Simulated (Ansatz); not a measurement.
# C2H5FOSi: how energies converge with the basis set

An exercise on one series of results from a longer session: the logs are not shown, and one member is left open.

Program: Ansatz 0.2.0, Gaussian basis. Level of theory: one geometry, several basis sets. These are calculated values, not measurements.

The runs, in order: PBE0-D4/def2-SVP; ωB97M-V/def2-SVP; PBE0-D4/def2-QZVPP; ωB97M-V/def2-QZVPP; the functionals' def2-TZVPP values are taken from earlier runs.

## The geometry

All runs share one geometry, relaxed beforehand with PBE0-D4 in a triple-zeta def2 set.

10 atoms, charge 0, spin multiplicity 1.

Atoms are counted from 1 here; the program's logs count them from 0.

Bond lengths: C1–C2 1.331 Å, C1–H6 1.087 Å, C1–H7 1.086 Å, C2–Si3 1.849 Å, C2–H8 1.089 Å, Si3–O4 1.632 Å, Si3–F5 1.600 Å, Si3–H9 1.476 Å, O4–H10 0.959 Å. Angles: C2–C1–H6 121.6°, C2–C1–H7 122.3°, H6–C1–H7 116.0°, C1–C2–Si3 122.6°, C1–C2–H8 118.3°, Si3–C2–H8 119.1°, C2–Si3–O4 111.8°, C2–Si3–F5 106.9°, C2–Si3–H9 114.4°, O4–Si3–F5 110.7°, O4–Si3–H9 105.8°, F5–Si3–H9 107.2°, Si3–O4–H10 118.2°.

The first run:

in.yaml

```yaml
crystal:
  periodic: [false, false, false]
  atoms:
    - {symbol: C, position_ang: [-1.098109, 0.447293, 1.114105]}
    - {symbol: C, position_ang: [-0.628326, 0.706164, -0.104103]}
    - {symbol: Si, position_ang: [0.596838, -0.388377, -0.952306]}
    - {symbol: O, position_ang: [1.350765, -1.383599, 0.099428]}
    - {symbol: F, position_ang: [1.651084, 0.570459, -1.679103]}
    - {symbol: H, position_ang: [-0.777672, -0.426697, 1.675041]}
    - {symbol: H, position_ang: [-1.825173, 1.088156, 1.604871]}
    - {symbol: H, position_ang: [-0.994494, 1.591941, -0.621161]}
    - {symbol: H, position_ang: [0.016060, -1.263684, -1.989099]}
    - {symbol: H, position_ang: [1.792224, -0.992754, 0.855326]}
basis:
  gaussian: {orbitals: def2-SVP}
hamiltonian: {xc: pbe0, dispersion: d4}
output: {orbitals: {seedname: orbitals}}
```

Launch:

```bash
> ansatz run in.yaml --threads 4 --pin off --events-out ev --progress --plain --max-ram 10444MiB
```

Steps of the session up to this table: PBE0-D4 in def2-SVP; ωB97M-V in def2-SVP; PBE0-D4 in def2-QZVPP; ωB97M-V in def2-QZVPP.

One table of the session follows, with a row left open; its other results are not shown here.

It belongs to the step «Functionals by basis». 

| functional | basis | HOMO (eV) |
| --- | --- | --- |
| PBE0-D4 | def2-SVP | -8.35 |
| PBE0-D4 | def2-TZVPP | ? |
| PBE0-D4 | def2-QZVPP | -8.43 |
| ωB97M-V | def2-SVP | -10.59 |
| ωB97M-V | def2-TZVPP | -10.67 |
| ωB97M-V | def2-QZVPP | -10.68 |

Estimate the missing values for PBE0-D4, def2-TZVPP.

**Answer.** HOMO (eV): -8.41. In the column «HOMO (eV)» it lies between PBE0-D4, def2-QZVPP (-8.43) and PBE0-D4, def2-SVP (-8.35).
